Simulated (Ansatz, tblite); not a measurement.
# The cluster Zn3Se3: rung by rung

The task here is to estimate one member of a computed series from the others.

Computed with Ansatz 0.2.0, Gaussian basis. Level: as each input shows.

Levels to be run: GFN1-xTB, GFN2-xTB, PBE-D4/def2-TZVP, r2SCAN-D4/def2-TZVP, HF/def2-TZVP, B97M-V/def2-TZVP, CAM-B3LYP-D4/def2-TZVP, PBE-D4/def2-SVP, PBE0-D4/def2-SVP, HF/STO-3G, PBE0-D4/def2-TZVPD, PBE-D4/def2-TZVPD, HF/def2-TZVPD, MP2/def2-TZVP, RPA/def2-TZVP.

5 further runs of the same task are left out: 4 that didn't finish, 1 set aside as unsound or not needed. Runs told in other sessions of the task aren't counted.

### The relaxed structure

The singlet was relaxed beforehand with PBE-D4/def2-SVP. At that level it is the lowest of the isomers that a small search found.

6 atoms, charge 0, spin multiplicity 1.

Bond lengths: Zn1–Se4 2.311 Å, Zn1–Se6 2.311 Å, Zn2–Se4 2.311 Å, Zn2–Se5 2.311 Å, Zn3–Se5 2.311 Å, Zn3–Se6 2.311 Å. Angles: Se4–Zn1–Se6 163.9°, Se4–Zn2–Se5 163.9°, Se5–Zn3–Se6 163.8°, Zn1–Se4–Zn2 76.1°, Zn2–Se5–Zn3 76.1°, Zn1–Se6–Zn3 76.2°.

PBE0-D4/def2-TZVP was run before; its log isn't repeated, and its numbers join the tables.

The first run:

Tight binding, by tblite at 300 K electronic temperature and without a spin-polarisation term:

```python
tblite.interface.Calculator('GFN1-xTB', numbers, positions, charge=0, uhf=0).singlepoint()
```

Tight binding, by tblite at 300 K electronic temperature and without a spin-polarisation term:

```python
tblite.interface.Calculator('GFN2-xTB', numbers, positions, charge=0, uhf=0).singlepoint()
```

start.molden holds the orbitals of an earlier run on this state, given as this run's starting guess.

File in.yaml:

```yaml
crystal:
  periodic: [false, false, false]
  atoms:
    - {symbol: Zn, position_ang: [0.282702, 1.239800, 1.044227]}
    - {symbol: Zn, position_ang: [1.261744, -0.788308, -0.700377]}
    - {symbol: Zn, position_ang: [-1.544795, -0.451992, -0.342732]}
    - {symbol: Se, position_ang: [2.480360, 0.728079, 0.546847]}
    - {symbol: Se, position_ang: [-0.453377, -1.988316, -1.680118]}
    - {symbol: Se, position_ang: [-2.026634, 1.260727, 1.132163]}
basis:
  gaussian: {orbitals: def2-TZVP, initial_orbitals: start.molden}
hamiltonian: {xc: pbe, dispersion: d4}
scf: {omitted_lower_state_checks: [starts]}
output: {orbitals: {seedname: orbitals}}
```

The run is started by

```console
$ ansatz run in.yaml --threads 4 --pin off --events-out ev --progress --plain --max-ram 4787MiB
```

Among the steps run: PBE-D4/def2-TZVP; r2SCAN-D4/def2-TZVP; HF/def2-TZVP; B97M-V/def2-TZVP; CAM-B3LYP-D4/def2-TZVP; PBE-D4/def2-SVP; PBE0-D4/def2-SVP; HF/STO-3G; PBE0-D4/def2-TZVPD; PBE-D4/def2-TZVPD; HF/def2-TZVPD; MP2/def2-TZVP; RPA/def2-TZVP.

One table of the session follows, with a row left open; its other results are not shown here.

It belongs to the step «Binding energy». 

```
                 level  binding an atom (eV)
             HF/STO-3G                 2.479
          HF/def2-TZVP                 1.318
         HF/def2-TZVPD                 1.319
       PBE-D4/def2-SVP                 2.306
      PBE-D4/def2-TZVP                 2.159
     PBE-D4/def2-TZVPD                 2.160
   r2SCAN-D4/def2-TZVP                 2.238
      B97M-V/def2-TZVP                 2.023
      PBE0-D4/def2-SVP                 2.259
     PBE0-D4/def2-TZVP                 2.158
    PBE0-D4/def2-TZVPD                 2.160
CAM-B3LYP-D4/def2-TZVP                 1.992
         RPA/def2-TZVP                 1.795
         MP2/def2-TZVP                     ?
```

**Question.** Estimate the row for MP2/def2-TZVP.

As computed: binding an atom (eV): 2.190. In the column «binding an atom (eV)» it lies between PBE0-D4/def2-TZVPD (2.160) and r2SCAN-D4/def2-TZVP (2.238).

To keep in mind: Free atoms were run apart at each level; binding is atoms less cluster, divided by the number of atoms, without zero-point or spin-orbit terms.
